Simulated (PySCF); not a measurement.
# CH4BClS: the cost of one run

Method: levels as typed in each script, gas phase, geometry from GFN2-xTB; program: PySCF 2.14.0.

## Step 1: Where the work starts

8 atoms, charge 0, spin multiplicity 1.

Bond lengths: C1–S2 1.830 Å, C1–H5 1.084 Å, C1–H6 1.084 Å, C1–H7 1.085 Å, S2–B3 1.775 Å, B3–Cl4 1.706 Å, B3–H8 1.171 Å. Angles: S2–C1–H5 109.5°, S2–C1–H6 106.7°, S2–C1–H7 109.5°, H5–C1–H6 110.2°, H5–C1–H7 110.7°, H6–C1–H7 110.2°, C1–S2–B3 102.0°, S2–B3–Cl4 120.3°, S2–B3–H8 119.8°, Cl4–B3–H8 119.8°.

Geometry (Å):

```xyz
8

C     2.38331   -0.47463    0.00028
S     0.91296    0.61464   -0.00009
B    -0.41694   -0.56030   -0.00002
Cl   -2.03810   -0.02756    0.00004
H     2.37722   -1.09030    0.89215
H     3.25245    0.17376   -0.00096
H     2.37636   -1.09242   -0.89185
H    -0.18087   -1.70750   -0.00014
```

## Step 2: Excited states (PBE0/6-31+g*)

Contents of input.py:

```python
import numpy as np
from pyscf import gto, scf, dft, tdscf
from pyscf.scf import atom_ks, atom_hf
from scipy.linalg import block_diag

def solve(mol, dm0=None, hcore=None):
    mf = (dft.UKS if mol.spin else dft.RKS)(mol, xc='pbe0')
    mf.grids.level = 3
    mf = mf.density_fit(auxbasis='def2-universal-jkfit')
    mf.conv_tol, mf.max_cycle = 1e-8, 80
    if hcore is not None:
        mf.get_hcore = lambda *args: hcore
    mf.kernel(dm0)
    if not mf.converged:
        mf = mf.newton().run(mf.mo_coeff, mf.mo_occ, max_cycle=30)
    assert mf.converged, 'SCF not converged'
    return mf

mol = gto.M(atom='''
C      2.38331    -0.47463     0.00028
S      0.91296     0.61464    -0.00009
B     -0.41694    -0.56030    -0.00002
Cl    -2.03810    -0.02756     0.00004
H      2.37722    -1.09030     0.89215
H      3.25245     0.17376    -0.00096
H      2.37636    -1.09242    -0.89185
H     -0.18087    -1.70750    -0.00014
''', basis='6-31+g*', charge=0, spin=0, verbose=4)
mf = solve(mol)
td = mf.TDDFT()
td.nstates, td.singlet, td.conv_tol = 6, True, 1e-5
td.kernel()
td.analyze()
x, y = np.array([p[0] for p in td.xy]), np.array([p[1] + 0 * p[0] for p in td.xy])
f, mu = td.oscillator_strength(), td.transition_dipole()
nto = [td.get_nto(state=i + 1, verbose=4) for i in range(len(td.e))]
# spherically averaged free atoms, for the promolecule
atm = atom_ks.get_atm_nrks(mol, xc='pbe0')
pro = block_diag(*[(atm[a[0]][2] * atm[a[0]][3]) @ atm[a[0]][2].T for a in mol._atom])
np.savez('result.npz', e=td.e, f=f, ok=td.converged, w=[n[0] for n in nto], nto=[n[1] for n in nto], x=x, y=y, c=mf.mo_coeff, occ=mf.mo_occ, eps=mf.mo_energy, pro=pro, mu=mu)
```

The run is started by

```bash
OMP_NUM_THREADS=1 python input.py
```

What time and memory should one allow on 1 thread of Arm Neoverse V1, shared host?

About 4 min, with a peak of 0.6 GiB.
